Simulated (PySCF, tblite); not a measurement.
# C5H10OSSi2: geometry, infrared bands and NMR shifts

What infrared bands and NMR shifts should C5H10OSSi2 (`[SiH3]OC[SiH2]c1cccs1`) show?

The runs use tblite 0.8.0 and PySCF 2.14.0, with density-fitted response routines of our own; the level of theory stands in each step. All values are computed, except where a source is named. Atoms are numbered from 0 throughout.

## 1. Starting geometry

19 atoms, charge 0, multiplicity 1; geometry from: force field or distance geometry start.

Bonds of the start (Å): Si0–O1 1.70, O1–C2 1.41, C2–Si3 1.84, Si3–C4 1.82, C4–C5 1.37, C5–C6 1.34, C6–C7 1.36, C7–S8 1.85, S8–C4 1.86, Si0–H9 1.48, Si0–H10 1.49, Si0–H11 1.47, C2–H12 1.13, C2–H13 1.11, Si3–H14 1.48, Si3–H15 1.49, C5–H16 1.12, C6–H17 1.13, C7–H18 1.07.

## 2. Geometry optimisation with GFN2-xTB

Job settings and geometry (Å):

```
{"job": {"kind": "relax", "xc": "GFN2-xTB", "basis": "xTB"}, "charge": 0, "multiplicity": 1}
Si    -3.513700     0.262800    -0.181500
O     -2.333300     0.540200    -1.378700
C     -1.239100    -0.282200    -1.061300
Si    -0.604400     0.166200     0.605700
C      1.198900     0.402700     0.582200
C      2.106300    -0.154300    -0.273000
C      3.408000     0.140100    -0.164500
C      3.857000     0.997800     0.796300
S      2.290100     1.461400     1.655900
H     -4.526000     1.337700    -0.092700
H     -4.213700    -1.036800    -0.381100
H     -2.859400     0.167500     1.128800
H     -1.670200    -1.322700    -1.021400
H     -0.461300    -0.286600    -1.852300
H     -1.227700     1.441500     1.008300
H     -0.988700    -0.911500     1.555000
H      1.736900    -0.862500    -1.058400
H      4.164700    -0.331000    -0.861800
H      4.865900     1.309300     0.987100
```

Launch:

```sh
OMP_NUM_THREADS=1 python probes_run.py task.json out
```

This one command runs all jobs of the session in turn.

**Question.** This job is followed by: GFN2-xTB harmonic vibrations, gas phase; GIAO PBE0/pcSseg-1 NMR shielding, non-relativistic, gas phase. Predict these results of the whole session: strongest single infrared mode (GFN2-xTB); zero-point energy (GFN2-xTB); 13C shifts against TMS (PBE0/pcSseg-1); 1H shifts against TMS (PBE0/pcSseg-1, means over atoms taken as alike); 29Si shifts against TMS (PBE0/pcSseg-1); 17O shifts against H2O (PBE0/pcSseg-1); 33S shifts against CS2 (PBE0/pcSseg-1).

As calculated:

| quantity | value |
| --- | --- |
| strongest single infrared mode (GFN2-xTB) | 710 cm⁻¹, 456 km/mol |
| zero-point energy (GFN2-xTB) | 79.8 kcal/mol |
| 13C shifts against TMS (PBE0/pcSseg-1) | 143.1, 138.3, 137.8, 131.3, 55.3 ppm |
| 1H shifts against TMS (PBE0/pcSseg-1, means over atoms taken as alike) | 7.66, 7.26, 7.07, 5.05, 4.97, 4.52 ppm |
| 29Si shifts against TMS (PBE0/pcSseg-1) | -38.0, -61.3 ppm |
| 17O shifts against H2O (PBE0/pcSseg-1) | -18.6 ppm |
| 33S shifts against CS2 (PBE0/pcSseg-1) | 267 ppm |

The optimisation took 142 steps and gained 1.915 eV; among the close pairs (by a distance rule), C7–S8 changed most, from 1.846 to 1.717 Å. All 51 modes are real, so the xTB geometry is a minimum. The strongest single mode, at 710 cm⁻¹, moves mainly H14 and H15. GFN2-xTB is a fitted tight-binding method: band positions and strengths are rough. Its intensities can rank the bands wrongly. At PBE0/pcSseg-1: The largest span, 313 ppm, is at S8, where the paramagnetic term is -821 ppm. NICS(1)zz of -28 ppm above the planar ring from C4 marks a diatropic (aromatic) ring current.
